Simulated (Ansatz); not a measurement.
The system is AlFe3B.

```
Fe Al B
1.0
     3.82232    0.00000    0.00000
     0.00000    3.82232    0.00000
     0.00000    0.00000    3.82232
Fe Al B
3 1 1
Direct
  0.00000 0.00000 0.50000
  0.00000 0.50000 0.00000
  0.50000 0.00000 0.00000
  0.50000 0.50000 0.50000
  0.00000 0.00000 0.00000
```

The cell comes from a database or a generator and needn't be the stable form of this composition.

Alike in all runs: program Ansatz 0.2.0; functional PBEsol; potentials or basis Ansatz PAW; cutoff 420 eV (not typed: the program's choice for these potentials); k mesh 6 × 6 × 6; occupations fermi-dirac, width 0.05 eV.

Starts and where they ended:

```tsv
start	free energy over the lowest (meV/atom)	net moment (μB)	site or absolute moments (μB)	gap
collinear spin, ferromagnetic start of up to 3.73 μB; fixed moment 11.2	1182.6	11.20	Fe +2.96; Al +0.25; B +0.16	-
collinear spin, ferromagnetic start of up to 6 μB; fixed moment 18	5640.3	18.00	Fe +3.75; Al +1.12; B +0.67	-
collinear spin, ferromagnetic start of up to 3 μB; fixed moment 9	493.8	9.00	Fe +2.57; Al +0.04; B +0.01	-
collinear spin, program default start; fixed moment 0	83.9	0.00	-	-
collinear spin, ferromagnetic start of up to 1.5 μB; fixed moment 4.5	0.0	4.50	Fe +1.49; Al -0.11; B -0.11	-
collinear spin, ferromagnetic start of up to 4.5 μB; fixed moment 13.5	2390.8	13.50	Fe +3.27; Al +0.52; B +0.32	-
collinear spin, ferromagnetic start of up to 2.27 μB; fixed moment 6.8	112.9	6.80	Fe +2.10; Al -0.06; B -0.10	-
collinear spin, ferromagnetic start of up to 0.73 μB; fixed moment 2.2	31.0	2.20	Fe +0.72; Al -0.06; B -0.05	-
```

All polarised runs hold their moment fixed, so the table maps the energy against it. A still lower state may exist.

Caveats: the total moment is fixed, so each spin has its own Fermi level.
